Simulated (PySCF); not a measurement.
# C7H8FNO: the cost of one run

Computed with PySCF 2.14.0 and routines of our own; the level stands in each step. Atoms count from 0.

## Step 1: The system as given

18 atoms, charge 0, multiplicity 1; geometry from: GFN2-xTB.

## Step 2: Magnetic properties: GIAO B3LYP/pcSseg-1

Job settings and geometry (Å):

```
{"job": {"kind": "mag", "xc": "B3LYP", "basis": "pcSseg-1", "isotopologues": 0}, "charge": 0, "multiplicity": 1}
C     -2.168056     1.099963     1.808072
C     -1.807288     0.312229     0.981335
C     -1.341813    -0.606075    -0.038740
C     -1.775688    -0.137408    -1.436855
C      0.183320    -0.748564    -0.034765
O      0.740612    -1.783172    -0.307697
N      0.825132     0.421837     0.250054
C      2.195180     0.626226     0.308622
C      3.180543    -0.205870     0.027664
F      2.446573     1.894066     0.716520
H     -2.506983     1.766594     2.543963
H     -1.759744    -1.600772     0.150601
H     -1.424563    -0.843537    -2.185359
H     -1.362590     0.844750    -1.658837
H     -2.860406    -0.076926    -1.489432
H      0.256361     1.216242     0.518482
H      2.970504    -1.206670    -0.293192
H      4.200148     0.113439     0.127907
```

Level: GIAO B3LYP/pcSseg-1 magnetisability, rotational g tensor and spin-rotation constants, non-relativistic, gas phase.

The run is started by

```console
OMP_NUM_THREADS=1 python excited_run.py task.json out
```

The driver reads the jobs from task.json and runs them one after another.

**Question.** How long does this first job take on 1 thread of Arm Neoverse N1, shared host, and how much memory does it need?

About 96 s, with a peak of 0.98 GiB.
